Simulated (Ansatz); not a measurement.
This script drives the Python package of Ansatz (0.2.0).

The script, `xc_hfir3.py`:
```python
"""Functional comparison for HfIr3 (totals differ with the potentials too)."""

import ansatz as az

params = {
    "smearing": "fermi_dirac",
    "smearing_width": 0.05,
    "scf_tol": 1e-09,
}


def main() -> None:
    hfir3 = (
        az.Lattice.of((3.926, 0.0, 0.0), (0.0, 3.926, 0.0), (0.0, 0.0, 3.926))
        .atom("Hf", (0.0, 0.0, 0.0))
        .atom("Ir", (0.0, 0.5, 0.5))
        .atom("Ir", (0.5, 0.0, 0.5))
        .atom("Ir", (0.5, 0.5, 0.0))
    )

    setup = (
        hfir3.calculation()
        .pseudopotentials("nc")
        .accuracy("low")
        .kpoints(4, center="monkhorst-pack")
        .occupations(params["smearing"], width=params["smearing_width"])
        .eigensolver("davidson", full_accuracy=True)
        .scf(tolerance=params["scf_tol"], lower_state_search="off")
        .forces()
        .stress()
    )

    rows = []
    for value in ["pbesol", "blyp", "lda"]:
        report = setup.functional(value).run(threads=1, backend="cpu").report
        rows.append((value, report["free_energy_ev"] / len(report["lattice"]["sites"]), report["n_iterations"], sum(report["stress_gpa"][i][i] for i in range(3)) / 3, max(abs(f) for row in report["forces_ev_ang"] for f in row), report["n_kpoints"]))

    print("  functional   F/atom (eV)    iterations       P (GPa)  max component (eV/A)      k-points")
    for row in rows:
        print(f"{str(row[0]):>12s}  {row[1]:12.5f}  {row[2]:12d}  {row[3]:12.3f}  {row[4]:20.4f}  {row[5]:12d}")


if __name__ == "__main__":
    main()
```

It is started by `python xc_hfir3.py`. Estimate its wall time and peak memory on 1 thread of Arm Neoverse V1, with other jobs on the host.

It took about 32 s, with a peak of 0.38 GiB, for 3 runs of the engine.

```console
$ python xc_hfir3.py
DeckWarning: basis.ecutwfc = 925.187132 eV, auto-derived from the records' recommended cutoffs: set by Ir (normal level)
DeckWarning: output.stress: scf.convergence.dr2_threshold = 1e-9 eV is looser than the 4e-10 eV advised for a printed stress (1e-10 eV for each atom of the cell: 4). What an SCF threshold leaves in a stress goes as its square root, and in the free energy as the threshold itself, and one threshold admits the most on a small cell: of the crystals measured, under no hybrid functional and no lock of the moments, on runs that ended without the residual-converged pass, on stresses that held no [...]
  functional   F/atom (eV)    iterations       P (GPa)  max component (eV/A)      k-points
      pbesol   -2728.57385             9        -0.671                0.0000             4
        blyp   -3073.79205             8        22.987                0.0000             4
         lda   -2731.02262             9        -8.442                0.0000             4
```
(Warnings from the package without file and line, shortened, repeats left out.)

From lowest to highest: LDA (-8.4 GPa), PBEsol (-0.7 GPa) and BLYP (23.0 GPa). At a fixed cell a lower pressure usually means a smaller equilibrium volume, so LDA prefers the smallest cell and BLYP the largest.

Reading the output:
- Such functionals run on norm-conserving files made under PBE, which can move pressures by some GPa.
- BLYP can be off by several per cent in the lattices of metals, and by several GPa in the pressure at a fixed cell.
- The mesh is modest for a metal, so energies can be off by several to tens of meV an atom and pressures by half a GPa or more; differences at equal mesh fare better.
- Forces vanish by symmetry here and test nothing.
- Pressure is positive in compression.
- Spin-orbit coupling, which matters for elements this heavy, is left out.
- The starting cell is as deposited in a crystallographic database; the results hold for this polymorph, which needn't be the stable one.
- Total energies of different functionals can't be compared; pressures, moments and gaps at this one structure can.

(Lines on the test bed's own set-up are left out of the output.)
